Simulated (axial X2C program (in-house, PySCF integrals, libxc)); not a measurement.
**A two-component session on TcP⁻: properties at the nuclei**

Aim: properties at the nuclei of TcP⁻, with spin–orbit coupling in the Hamiltonian from the start.

Program: an in-house X2C program for linear molecules on PySCF integrals. Level of theory: two-component X2C with atomic mean-field terms, Tc dyall-acv3z, P dyall-av3z. These are calculated values, not measurements.

1 further run of the same task is left out (it didn't finish).

## (1) The job

Contents of task.json:

```json
{
 "zs": [
  43,
  15
 ],
 "q": -1,
 "bas": [
  "dyall-acv3z",
  "dyall-av3z"
 ],
 "r0": 2.22,
 "levels": [
  "PBE0",
  "HF",
  "r2SCAN",
  "PBE50",
  "B3LYP"
 ],
 "nst": 3
}
```

Keys: zs atomic numbers; q charge; bas basis sets; r0 starting distance in Å; levels methods (HF also brings MP2); nst determinants followed.

Command:

```console
$ python soeom.py task.json out
```

Nuclei are Gaussian, cores are contracted, and the Gaunt term is on.

## (2) Expectation values, lowest determinant

R = 2.132 Å. State: Ω = 5/2 (excess of +ω over −ω: ω = 5/2).

Output of the PBE0 run:

```text
two-component X2C + atomic mean field  PBE0
basis functions 221  fitting functions 1056  grid points 5077
iter        total energy     max residual
   1      -4625.380600033     9.58e-06
   2      -4625.380600018     3.41e-05
   3      -4625.380600049     4.76e-06
   4      -4625.380600054     3.78e-06
   5      -4625.380600058     1.82e-06
   6      -4625.380600059     1.14e-06
converged
one-electron -6708.08363564  Coulomb 2077.43933866  exact exchange -37.54283526  xc functional -115.17544035  nuclear repulsion 160.09348079  atomic mean-field constant -2.11150825
```

The highest occupied spinor is 52% P p, 29% Tc p, 14% Tc d.

```tsv
level	Eeff magnitude (GV/cm)	Ws magnitude Tc (kHz)	A∥/gI Tc (MHz)	qzz Tc (a.u.)	A∥/gI P (MHz)	qzz P (a.u.)
PBE0	1.46	0.436	432	-0.32	-21.4	-0.20
HF	5.13	1.18	160	0.44	-30.4	0.42
r2SCAN	1.7	0.493	449	-0.33	-15.4	-0.18
PBE50	2.29	0.619	371	0.01	-23.4	-0.05
B3LYP	1.77	0.498	460	-0.50	-16.9	-0.25
```

Eeff is the effective electric field on the electron dipole moment in this Ω state and Ws the scalar–pseudoscalar constant (defined with the proton number Z and per Ω); A∥ is the parallel hyperfine constant, which follows by multiplying with the nuclear g factor gI = μI/(I μN); qzz is the electric field gradient, eQq0 = 234.96 MHz × Q/barn × qzz. The operators were transformed with the bare-nucleus X2C matrices.

## (3) Expectation values, a higher determinant

R = 2.132 Å. State: Ω = 1/2 (excess of +ω over −ω: ω = -1/2, ω = -3/2, ω = 5/2), 0.26 eV above the lowest in the PBE0 search for states (made at or near this distance, with looser thresholds).

Output of the PBE0 run:

```text
two-component X2C + atomic mean field  PBE0
basis functions 221  fitting functions 1056  grid points 5077
iter        total energy     max residual
   1      -4625.371115197     7.73e-06
   2      -4625.371115195     2.24e-05
   3      -4625.371115208     4.79e-06
   4      -4625.371115211     3.22e-06
   5      -4625.371115215     3.44e-06
   6      -4625.371115218     1.04e-06
   7      -4625.371115219     6.34e-07
converged
one-electron -6707.42036103  Coulomb 2076.71528147  exact exchange -37.52135483  xc functional -115.12665336  nuclear repulsion 160.09348079  atomic mean-field constant -2.11150825
```

The highest occupied spinor is 48% Tc s, 23% Tc d, 15% P p.

```tsv
level	Eeff magnitude (GV/cm)	Ws magnitude Tc (kHz)	A∥/gI Tc (MHz)	qzz Tc (a.u.)	A∥/gI P (MHz)	qzz P (a.u.)
PBE0	0.839	0.448	-525	-0.96	-384	-0.64
HF	3.51	2.9	195	-1.08	-444	-0.89
r2SCAN	0.846	0.37	-4.95	-1.04	-391	-0.64
PBE50	1.52	1.05	-530	-0.90	-412	-0.61
B3LYP	0.901	0.543	-677	-1.04	-379	-0.67
```

## (4) Summary of results

| quantity | value |
| --- | --- |
| lowest determinant | Ω = 5/2 (excess of +ω over −ω: ω = 5/2) |
| Eeff magnitude (GV/cm), PBE0 | 1.46 |
| Ws magnitude Tc (kHz), PBE0 | 0.436 |
| A∥/gI Tc (MHz), PBE0 | 432 |
| qzz Tc (a.u.), PBE0 | -0.32 |
| higher determinant | Ω = 1/2 (excess of +ω over −ω: ω = -1/2, ω = -3/2, ω = 5/2) |
| Eeff magnitude (GV/cm), PBE0, higher determinant | 0.839 |
| Ws magnitude Tc (kHz), PBE0, higher determinant | 0.448 |
| A∥/gI Tc (MHz), PBE0, higher determinant | -525 |
| qzz Tc (a.u.), PBE0, higher determinant | -0.96 |

What this shows: In the first state, the effective field runs from 1.46 to 5.13 GV/cm over the mean-field levels, so the levels don't agree on it. The expectation values come from single determinants, which for open shells can mix terms of unlike spin or miss the lowest Ω, so a determinant need not be a state. Eeff is the effective electric field on the electron dipole moment in this Ω state and Ws the scalar–pseudoscalar constant (defined with the proton number Z and per Ω); A∥ is the parallel hyperfine constant, which follows by multiplying with the nuclear g factor gI = μI/(I μN); qzz is the electric field gradient, eQq0 = 234.96 MHz × Q/barn × qzz. The operators were transformed with the bare-nucleus X2C matrices.
